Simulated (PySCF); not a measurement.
# C6CrO6: the cost of one run

Programs: PySCF 2.14.0, with density-fitted response routines of our own. Each step states its level of theory. These are calculated values for one molecule, in the gas phase or a continuum, unless marked as measured. Atoms are numbered from 0 throughout.

### Step 1. The molecule as given

13 atoms, charge 0, multiplicity 1; geometry from: GFN2-xTB.

Bonds of the start (Å): C0–O1 1.14, C2–O3 1.14, C4–O5 1.13, C6–O7 1.14, C8–O9 1.14, C10–O11 1.15.

### Step 2. Relaxing the molecule at PBE0-D3(BJ)/def2-SVP

The job: settings as JSON, then the geometry in Å.

```
{"job": {"xc": "PBE0", "basis": "def2-SVP", "d3": "d3bj", "grid": 2, "kind": "geom"}, "charge": 0, "multiplicity": 1}
C      0.970450    -1.482330     0.634070
O      1.737590    -2.296070     0.868110
C     -0.684060    -1.060280    -1.396070
O     -0.898670    -1.623580    -2.366680
C     -2.451130    -0.895270     1.805910
O     -1.572660    -0.580450     1.160700
C      0.632940     1.035590     1.434230
O      1.201640     1.726590     2.144540
C     -1.023130     1.458040    -0.597830
O     -1.437830     2.399900    -1.094190
C      1.328720     0.498420    -0.983360
O      2.207880     0.837150    -1.636630
Cr    -0.099940    -0.039070     0.074390
```

Q: Estimate the wall time of this first job on 8 threads of Arm Neoverse V1, shared host.

About 2.9 min.
